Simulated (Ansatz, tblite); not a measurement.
**In7Sb8 zinc blende ring disc (In₇Sb₈H₂₄+): a ladder of methods and basis sets**

One table from this session's results is given with a row withheld; the runs are named, their logs left out.

Program: Ansatz 0.2.0, Gaussian basis. Level of theory: as each input shows. These are calculated values, not measurements.

Levels to be run: GFN1-xTB, GFN2-xTB, PBE-D4/def2-SVP, r2SCAN-D4/def2-SVP, BHLYP-D4/def2-SVP, revPBE-D4/def2-SVP, ωB97X-V/def2-SVP, PBE0-D4/def2-TZVP, PBE-D4/def2-TZVP, MP2/def2-SVP, RPA/def2-SVP.

1 further run of the same task is left out (for a known fault of the program).

### The structure

The singlet was relaxed beforehand with PBE-D4/def2-SVP.

39 atoms, charge 1, spin multiplicity 1.

Bond lengths: In1–Sb8 2.861 Å, In1–Sb9 2.860 Å, In1–Sb10 2.904 Å, In1–H16 1.731 Å, In2–Sb9 2.965 Å, In2–Sb11 2.909 Å, In2–H17 1.729 Å, In2–H18 1.730 Å, In3–Sb8 2.964 Å, In3–Sb12 2.909 Å, In3–H19 1.731 Å, In3–H20 1.729 Å, In4–Sb10 2.880 Å, In4–Sb11 2.814 Å, In4–Sb12 2.815 Å, In4–Sb13 2.879 Å, In5–Sb12 2.909 Å, In5–Sb14 2.964 Å and more. Angles: Sb8–In1–Sb9 102.4°, Sb8–In1–Sb10 94.6°, Sb8–In1–H16 121.6°, Sb9–In1–Sb10 94.6°, Sb9–In1–H16 121.7°, Sb10–In1–H16 115.7°, Sb9–In2–Sb11 100.9°, Sb9–In2–H17 102.1°, Sb9–In2–H18 101.5°, Sb11–In2–H17 106.9°, Sb11–In2–H18 105.2°, H17–In2–H18 135.2°, Sb8–In3–Sb12 101.0°, Sb8–In3–H19 101.5°, Sb8–In3–H20 102.2°, Sb12–In3–H19 105.2°, Sb12–In3–H20 106.9°, H19–In3–H20 135.1° and more.

In, Sb take a core potential in the def2 sets. No spin-orbit coupling is included. The ion is computed in the gas phase, without counter-ions or solvent.

PBE0-D4/def2-SVP was run before; its log isn't repeated, and its numbers join the tables.

Set-up of the first run:

Tight binding, by tblite at 300 K electronic temperature and without a spin-polarisation term:

```python
tblite.interface.Calculator('GFN1-xTB', numbers, positions, charge=1, uhf=0).singlepoint()
```

Tight binding, by tblite at 300 K electronic temperature and without a spin-polarisation term:

```python
tblite.interface.Calculator('GFN2-xTB', numbers, positions, charge=1, uhf=0).singlepoint()
```

start.molden holds the orbitals of an earlier run on this state, given as this run's starting guess.

File in.yaml:

```yaml
crystal:
  periodic: [false, false, false]
  atoms:
    - {symbol: In, position_ang: [-3.499237, -3.497639, 1.637384]}
    - {symbol: In, position_ang: [-3.662070, 0.216795, -2.165855]}
    - {symbol: In, position_ang: [0.216427, -3.666390, -2.163764]}
    - {symbol: In, position_ang: [0.000549, -0.000096, 0.926424]}
    - {symbol: In, position_ang: [3.666461, -0.222085, -2.163855]}
    - {symbol: In, position_ang: [-0.219171, 3.667239, -2.162161]}
    - {symbol: In, position_ang: [3.502575, 3.498289, 1.636633]}
    - {symbol: Sb, position_ang: [-1.605633, -4.759166, -0.096505]}
    - {symbol: Sb, position_ang: [-4.757494, -1.604338, -0.098453]}
    - {symbol: Sb, position_ang: [-1.593245, -1.592953, 2.719485]}
    - {symbol: Sb, position_ang: [-1.658564, 1.659005, -0.626389]}
    - {symbol: Sb, position_ang: [1.658794, -1.660928, -0.627125]}
    - {symbol: Sb, position_ang: [1.595237, 1.593754, 2.717370]}
    - {symbol: Sb, position_ang: [4.758556, 1.603795, -0.099490]}
    - {symbol: Sb, position_ang: [1.609455, 4.757106, -0.099652]}
    - {symbol: H, position_ang: [-4.403077, -4.401900, 2.803695]}
    - {symbol: H, position_ang: [-4.978662, 1.306925, -2.424453]}
    - {symbol: H, position_ang: [-2.768584, -0.884492, -3.156892]}
    - {symbol: H, position_ang: [-0.883905, -2.773440, -3.157135]}
    - {symbol: H, position_ang: [1.306863, -4.982705, -2.421916]}
    - {symbol: H, position_ang: [2.773168, 0.881760, -3.152788]}
    - {symbol: H, position_ang: [4.983643, -1.309942, -2.429879]}
    - {symbol: H, position_ang: [-1.308247, 4.984389, -2.423562]}
    - {symbol: H, position_ang: [0.882281, 2.773010, -3.153746]}
    - {symbol: H, position_ang: [4.406416, 4.401134, 2.803994]}
    - {symbol: H, position_ang: [-2.566072, -5.995525, -0.805054]}
    - {symbol: H, position_ang: [-0.770999, -5.809383, 0.976208]}
    - {symbol: H, position_ang: [-5.995065, -2.564095, -0.807014]}
    - {symbol: H, position_ang: [-5.810118, -0.769421, 0.972171]}
    - {symbol: H, position_ang: [-2.323194, -0.518330, 3.842643]}
    - {symbol: H, position_ang: [-0.519855, -2.325247, 3.842147]}
    - {symbol: H, position_ang: [-2.497632, 2.497999, 0.618367]}
    - {symbol: H, position_ang: [2.499275, -2.498374, 0.618277]}
    - {symbol: H, position_ang: [2.326809, 0.519839, 3.840032]}
    - {symbol: H, position_ang: [0.521694, 2.327349, 3.838847]}
    - {symbol: H, position_ang: [5.806522, 0.767234, 0.974275]}
    - {symbol: H, position_ang: [5.998507, 2.560433, -0.806924]}
    - {symbol: H, position_ang: [0.774984, 5.807617, 0.972862]}
    - {symbol: H, position_ang: [2.568209, 5.993977, -0.809300]}
basis:
  gaussian: {orbitals: def2-SVP, fitting: {mean_field: def2-universal-jkfit}, initial_orbitals: start.molden}
total_charge: 1
hamiltonian: {xc: pbe, dispersion: d4}
scf: {omitted_lower_state_checks: [starts]}
output: {orbitals: {seedname: orbitals}}
```

On the command line:

```console
ansatz run in.yaml --threads 2 --pin off --events-out ev --progress --plain --max-ram 32768MiB --backend cuda --devices 0, --max-vram 18GiB
```

Among the steps run: PBE-D4/def2-SVP; r2SCAN-D4/def2-SVP; BHLYP-D4/def2-SVP; revPBE-D4/def2-SVP; ωB97X-V/def2-SVP; PBE0-D4/def2-TZVP; PBE-D4/def2-TZVP; MP2/def2-SVP; RPA/def2-SVP.

One of the session's tables, all rows but one given; the rest of the session is left out.

| level | HOMO (eV) | LUMO (eV) | gap (eV) |
| --- | --- | --- | --- |
| PBE-D4/def2-SVP | -8.39 | -5.43 | 2.97 |
| PBE-D4/def2-TZVP | -8.43 | -5.50 | 2.94 |
| revPBE-D4/def2-SVP | -8.35 | -5.34 | 3.00 |
| r2SCAN-D4/def2-SVP | -8.62 | -5.29 | 3.33 |
| PBE0-D4/def2-SVP | -9.26 | -4.79 | 4.47 |
| PBE0-D4/def2-TZVP | -9.27 | -4.83 | 4.44 |
| BHLYP-D4/def2-SVP | ? | ? | ? |
| ωB97X-V/def2-SVP | -11.16 | -3.08 | 8.07 |

Estimate the missing values for BHLYP-D4/def2-SVP.

The run gave: HOMO (eV): -9.98; LUMO (eV): -4.02; gap (eV): 5.96. In the column «HOMO (eV)» it lies between ωB97X-V/def2-SVP (-11.16) and PBE0-D4/def2-TZVP (-9.27).
